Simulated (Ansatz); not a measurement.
# Pr2F3: the cost of one run

Computed with Ansatz 0.2.0 (DFT PBE, scalar-relativistic, plane waves, PAW; 4f electrons in the core of a trivalent norm-conserving potential, unless a step's input says otherwise).

**1. The structure to begin with**

Symmetry: P4/mmm, No. 123, tetragonal system. Conventional cell: a = 3.863 Å, b = 3.863 Å, c = 7.215 Å, α = 90.00°, β = 90.00°, γ = 90.00°. Around Pr (site symmetry 4mm) lie 4 F at 2.75 Å. Around F (site symmetry 4mm) lie 2 F at 2.35 to 2.52 Å and 4 Pr at 2.75 Å. F (site symmetry 4/mmm) is surrounded by 2 F at 2.35 Å.

Coordinates:

```
CELL_PARAMETERS angstrom
3.86318 0.00000 0.00000
0.00000 3.86318 0.00000
0.00000 0.00000 7.21533
ATOMIC_POSITIONS crystal
Pr 0.50000 0.50000 0.27627
Pr 0.50000 0.50000 0.72373
F 0.00000 0.00000 0.32550
F 0.00000 0.00000 0.67450
F 0.00000 0.00000 0.00000
```

A structure generator made this guess: random cell by space group and Wyckoff sites (P4/mmm, No. 123). Its size is a rough estimate.

**2. A first look at the guess**

input.yaml

```yaml
crystal:
  lattice:
    - [3.86318122, 0.0, 0.0]
    - [0.0, 3.86318122, 0.0]
    - [0.0, 0.0, 7.21532541]
  atoms:
    - { symbol: Pr, position: [0.5, 0.5, 0.27627242] }
    - { symbol: Pr, position: [0.5, 0.5, 0.72372758] }
    - { symbol: F, position: [0.0, 0.0, 0.32549975] }
    - { symbol: F, position: [0.0, 0.0, 0.67450025] }
    - { symbol: F, position: [0.0, 0.0, 0.0] }
basis:
  ecutwfc: 660
kpoints:
  mp_grid: { grid: [4, 4, 4] }
hamiltonian:
  xc: pbe
  pseudopotentials:
    kind: paw
    azcp: { Pr: "pseudopotentials/pbe/nc/lanthanide_3plus/Pr.nc.azcp" }
scf:
  occupations: { method: gaussian, width: 0.1 }
  lower_state_search: "off"
output:
  forces: true
  stress: true
  eigenvalues: true
```

Started as:

```console
> ansatz run input.yaml --threads 1 --pin off --max-ram 2560MiB --backend cpu --events-out ev --progress --plain --runs-dir out
```

Q: Estimate wall time and peak memory on 1 thread of Intel Xeon at 2.70GHz, shared host.

About 8.1 s, with a peak of 0.41 GiB.
